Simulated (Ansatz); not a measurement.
# C2H8AlBSi: the cost of one run

All numbers below are computed with Ansatz 0.2.0 (RKS PBE0-D4/6-31G*).

### 1 The starting structure

Bond lengths: C1–Si2 1.814 Å, Si2–Al3 2.328 Å, Si2–B4 2.040 Å, Si2–C5 1.798 Å, B4–C5 1.556 Å, C1–H6 1.157 Å, C1–H7 1.076 Å, C1–H8 1.139 Å, Al3–H9 1.644 Å, Al3–H10 1.622 Å, B4–H11 1.199 Å, C5–H12 1.120 Å, C5–H13 1.153 Å. Angles (14 of 24 angles, heavy atoms first): C1–Si2–Al3 118.7°, C1–Si2–B4 109.0°, C1–Si2–C5 118.4°, Al3–Si2–B4 105.2°, Al3–Si2–C5 122.3°, B4–Si2–C5 47.3°, Si2–B4–C5 58.1°, Si2–C5–B4 74.5°, Si2–C1–H6 110.7°, Si2–C1–H7 112.9°, Si2–C1–H8 108.9°, Si2–Al3–H9 121.9°, Si2–Al3–H10 121.1°, Si2–B4–H11 148.0°.

Coordinates:

```xyz
13

C    -1.7084    0.5436    0.4389
Si    0.0356    0.3331   -0.0145
Al    1.6322    0.2670    1.6789
B     0.2523   -1.4258   -1.0239
C     0.4335   -0.0486   -1.7254
H    -1.8554    1.5064    1.0638
H    -2.1028   -0.2953    0.9847
H    -2.3135    0.7412   -0.5058
H     1.2510    0.5861    3.2458
H     3.1945   -0.0178    1.3474
H     0.0917   -2.6136   -1.0426
H     1.5109    0.1287   -1.9739
H    -0.4012    0.2602   -2.4588
```

### 2 Relaxing end A

input.yaml reads:

```yaml
crystal:
  periodic: [false, false, false]
  atoms:
    - { symbol: C, position_ang: [-1.7084, 0.5436, 0.4389] }
    - { symbol: Si, position_ang: [0.0356, 0.3331, -0.0145] }
    - { symbol: Al, position_ang: [1.6322, 0.267, 1.6789] }
    - { symbol: B, position_ang: [0.2523, -1.4258, -1.0239] }
    - { symbol: C, position_ang: [0.4335, -0.0486, -1.7254] }
    - { symbol: H, position_ang: [-1.8554, 1.5064, 1.0638] }
    - { symbol: H, position_ang: [-2.1028, -0.2953, 0.9847] }
    - { symbol: H, position_ang: [-2.3135, 0.7412, -0.5058] }
    - { symbol: H, position_ang: [1.251, 0.5861, 3.2458] }
    - { symbol: H, position_ang: [3.1945, -0.0178, 1.3474] }
    - { symbol: H, position_ang: [0.0917, -2.6136, -1.0426] }
    - { symbol: H, position_ang: [1.5109, 0.1287, -1.9739] }
    - { symbol: H, position_ang: [-0.4012, 0.2602, -2.4588] }
basis:
  gaussian: { orbitals: "6-31G*" }
hamiltonian:
  xc: pbe0
  dispersion: d4
relax:
  f_tol: 0.015
  max_steps: 40
output:
  orbitals: {}
```

Started as:

```
ansatz run input.yaml --threads 2 --pin off --max-ram 3072MiB --backend cpu --events-out ev --progress --plain --runs-dir out
```

What time and memory should one allow on 2 threads of Intel Xeon 6975P-C (Granite Rapids), shared host?

About 46 s, with a peak of 0.25 GiB.
